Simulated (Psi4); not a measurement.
# triplet InF: levels of theory compared

Aim: a comparison of 4 runs (U-wB97M-V/def2-TZVPP, UB3LYP/def2-TZVPP, UBHLYP/def2-TZVPP, UPBE/def2-TZVPP) of triplet InF. 

The calculation is run with Psi4 1.11.

## Step 1: The system as given

InF has 2 atoms, charge 0, and is taken as a triplet. As SMILES of the parent species, `[F][In]`. The shape is that of a PBE0-D4/def2-TZVP optimisation. That shape belongs to the parent species and isn't relaxed for this state.

Bond lengths: F1–In2 1.994 Å.

## Step 2: A single-point energy at U-wB97M-V/def2-TZVPP (core potential) (run 1)

Contents of run_ase.py:

```python
import numpy as np
from ase.calculators.psi4 import Psi4
from ase import Atoms

mol = Atoms(['F', 'In'], positions=[
    [0.000000, 0.000000, 0.015910],
    [0.000000, 0.000000, 2.009580],
])
calc = Psi4(atoms=mol, method='wb97m-v', basis='def2-TZVPP', memory='1600MB', num_threads=1, charge=0, multiplicity=3, label='calc', reference='uks')
calc.psi4.set_options({'puream': True, 'e_convergence': 1e-09, 'd_convergence': 1e-08, 'scf_type': 'pk', 'dft_radial_points': 99, 'dft_spherical_points': 590, 'maxiter': 100})
mol.calc = calc

print(f'energy: {mol.get_potential_energy():.6f} eV')
```

Started as:

```sh
python run_ase.py
```

calc.dat:

```text
[...]
    !!!  WARNING: ECP capability is in beta. Please check occupations closely.  !!!
[...]
  Running in c1 symmetry.
[...]
  Nuclear repulsion =   50.166021867525714
[...]
  Multiplicity = 3
[...]
  Nalpha       = 16
  Nbeta        = 14
[...]
    Number of basis functions: 81
[...]
   @UKS iter   1:  -289.71413428762241   -1.08198e+00   7.89467e-03 DIIS/ADIIS
[...]
   @UKS iter  14:  -289.86900125043525   -1.41540e-11   9.93910e-09 DIIS
[...]
   @S^2 Observed:                2.005400045E+00
[...]
  @UKS Final Energy:  -289.86900125043525
   => Energetics <=
    Nuclear Repulsion Energy =             50.1660218675257141
    One-Electron Energy =                -574.3068550674850030
    Two-Electron Energy =                 253.4393397240203285
    DFT Exchange-Correlation Energy =     -19.2876749754857855
    Empirical Dispersion Energy =           0.0000000000000000
    VV10 Nonlocal Energy =                  0.1201672009895020
    Total Energy =                       -289.8690012504352467
[...]
 Multipole Moments:
 ------------------------------------------------------------------------------------
     Multipole            Electronic (a.u.)      Nuclear  (a.u.)        Total (a.u.)
 ------------------------------------------------------------------------------------
 L = 1.  Multiply by 2.5417464519 to convert [e a0] to [Debye]
 Dipole X            :          0.0000004            0.0000000            0.0000004
 Dipole Y            :          0.0000014            0.0000000            0.0000014
 Dipole Z            :         19.0428282          -17.8711737            1.1716546
 Magnitude           :                                                    1.1716546
[...]
```

Standard output:

```text
energy: -7887.737290 eV
```

Run time: 36 s. Hardware: 1 thread of Intel Xeon Platinum 8259CL at 2.50GHz (Skylake/Cascade Lake), shared host; peak memory 0.91 GiB.

## Step 3: Energy and gradient at UB3LYP/def2-TZVPP (core potential) (run 2)

Contents of fin.xyz:

```xyz
2
FIn
F      0.000000     0.000000     0.015910
In     0.000000     0.000000     2.009580
```

Contents of calc.py:

```python
import psi4

psi4.set_memory('1600 MB')
psi4.set_num_threads(1)
psi4.core.set_output_file('run.log', False)

with open('fin.xyz') as f:
    atoms = ''.join(f.readlines()[2:])
mol = psi4.geometry('0 3\n' + atoms + 'symmetry c1')

options = {'basis': 'def2-TZVPP', 'reference': 'uks', 'puream': True, 'e_convergence': 1e-09, 'd_convergence': 1e-08, 'scf_type': 'pk', 'dft_radial_points': 99, 'dft_spherical_points': 590, 'maxiter': 100}
psi4.set_options(options)

e, wfn = psi4.gradient("b3lyp", return_wfn=True)
psi4.oeprop(wfn, "MAYER_INDICES", "QUADRUPOLE", "MULLIKEN_CHARGES", title="B3LYP")
print('gradient / Eh bohr^-1')
print(e.np.round(6))
print(f'energy = {wfn.energy():.10f} Eh')
```

Started as:

```sh
python calc.py
```

run.log:

```text
[...]
    !!!  WARNING: ECP capability is in beta. Please check occupations closely.  !!!
[...]
  Running in c1 symmetry.
[...]
  Nuclear repulsion =   50.166021867525714
[...]
  Multiplicity = 3
[...]
  Nalpha       = 16
  Nbeta        = 14
[...]
    Number of basis functions: 81
[...]
   @UKS iter   1:  -289.83993444738167   -8.39447e-01   8.50704e-03 ADIIS/DIIS
[...]
   @UKS iter  12:  -290.01395838134175   -1.63141e-11   8.17257e-09 DIIS
[...]
   @S^2 Observed:                2.003779883E+00
[...]
  @UKS Final Energy:  -290.01395838134175
   => Energetics <=
    Nuclear Repulsion Energy =             50.1660218675257141
    One-Electron Energy =                -574.2636746915919730
    Two-Electron Energy =                 256.1543045935083569
    DFT Exchange-Correlation Energy =     -22.0706101507838852
    Empirical Dispersion Energy =           0.0000000000000000
    VV10 Nonlocal Energy =                  0.0000000000000000
    Total Energy =                       -290.0139583813417516
[...]
  -Total Gradient:
     Atom            X                  Y                   Z
    ------   -----------------  -----------------  -----------------
       1        0.000000007898    -0.000000006747    -0.002608440803
       2       -0.000000007895     0.000000006745     0.002613995874
[...]
  Mulliken Charges: (a.u.)
   Center  Symbol    Alpha    Beta     Spin     Total
       1     F     4.82247  4.58247  0.24000 -0.40494
       2    IN    11.17753  9.41753  1.76000  0.40494
   Total alpha = 16.00000, Total beta = 14.00000, Total charge = -0.00000
  Mayer Bond Indices:
  Total Bond Index:
  Irrep: 1 Size: 2 x 2
                 1                   2
[...]
```

On the terminal:

```text
gradient / Eh bohr^-1
[[ 0.       -0.       -0.002608]
 [-0.        0.        0.002614]]
energy = -290.0139583813 Eh
```

Run time: 21 s. Hardware: 1 thread of Intel Xeon Platinum 8259CL at 2.50GHz (Skylake/Cascade Lake), shared host; peak memory 0.52 GiB.

Run 3 isn't shown in full; the table further down has it.

## Step 4: Energy and forces at UPBE/def2-TZVPP (core potential) (run 4)

fin.xyz is that of step 3.

Contents of fin_ase.py:

```python
import numpy as np
from ase.calculators.psi4 import Psi4
from ase.io import read

mol = read('fin.xyz')
calc = Psi4(atoms=mol, method='pbe', basis='def2-TZVPP', memory='1600MB', num_threads=1, charge=0, multiplicity=3, label='psi4-calc', reference='uks')
calc.psi4.set_options({'puream': True, 'e_convergence': 1e-09, 'd_convergence': 1e-08, 'scf_type': 'pk', 'dft_radial_points': 99, 'dft_spherical_points': 590, 'maxiter': 100})
mol.calc = calc

forces = mol.get_forces()
print(f'energy: {mol.get_potential_energy():.6f} eV')
print('forces / eV A^-1')
print(np.round(forces, 5))
```

Started as:

```sh
python fin_ase.py
```

psi4-calc.dat:

```text
[...]
    !!!  WARNING: ECP capability is in beta. Please check occupations closely.  !!!
[...]
  Running in c1 symmetry.
[...]
  Nuclear repulsion =   50.166021867525714
[...]
  Multiplicity = 3
[...]
  Nalpha       = 16
  Nbeta        = 14
[...]
    Number of basis functions: 81
[...]
   @UKS iter   1:  -289.68413055061063   -7.46755e-01   8.48676e-03 ADIIS/DIIS
[...]
   @UKS iter  13:  -289.85727713721246   -2.21689e-12   7.18883e-09 DIIS
[...]
   @S^2 Observed:                2.002174133E+00
[...]
  @UKS Final Energy:  -289.85727713721246
   => Energetics <=
    Nuclear Repulsion Energy =             50.1660218675257141
    One-Electron Energy =                -574.0680818986002123
    Two-Electron Energy =                 261.0974406067079485
    DFT Exchange-Correlation Energy =     -27.0526577128459067
    Empirical Dispersion Energy =           0.0000000000000000
    VV10 Nonlocal Energy =                  0.0000000000000000
    Total Energy =                       -289.8572771372124635
[...]
  -Total Gradient:
     Atom            X                  Y                   Z
    ------   -----------------  -----------------  -----------------
       1       -0.000000000108    -0.000000000145     0.000383870537
       2        0.000000000108     0.000000000145    -0.000377441295
[...]
```

The script printed:

```text
energy: -7887.418260 eV
forces / eV A^-1
[[ 0.       0.      -0.01974]
 [-0.      -0.       0.01941]]
```

Run time: 20 s. Hardware: 1 thread of Intel Xeon Platinum 8259CL at 2.50GHz (Skylake/Cascade Lake), shared host; peak memory 0.54 GiB.

## Step 5: The series

```csv
run,level,task,energy (Eh),dipole moment (D),HOMO energy (eV),⟨S²⟩,wall time
1,U-wB97M-V/def2-TZVPP (core potential),energy,-289.869001,2.98,-5.96,2.005,36 s
2,UB3LYP/def2-TZVPP (core potential),gradient,-290.013958,2.77,-3.87,2.004,21 s
3,UBHLYP/def2-TZVPP (core potential),energy,-289.832374,3.21,-4.84,2.007,9.6 s
4,UPBE/def2-TZVPP (core potential),gradient,-289.857277,2.46,-3.23,2.002,20 s
```

## Step 6: Results

| quantity | value |
| --- | --- |
| run 4: total energy | -289.85728 Eh |
| run 4: dipole moment | 2.46 D |
| run 4: HOMO energy (highest over α and β) | -3.23 eV |
| run 4: ⟨S²⟩ | 2.002 |
| run 4: largest force on an atom | 0.020 eV/Å |

The dipole moment (its size) runs from 2.46 D (UPBE/def2-TZVPP) to 3.21 D (UBHLYP/def2-TZVPP). Totals of different functionals can't be ranked against each other. All runs together took 87 s, the longest 36 s.
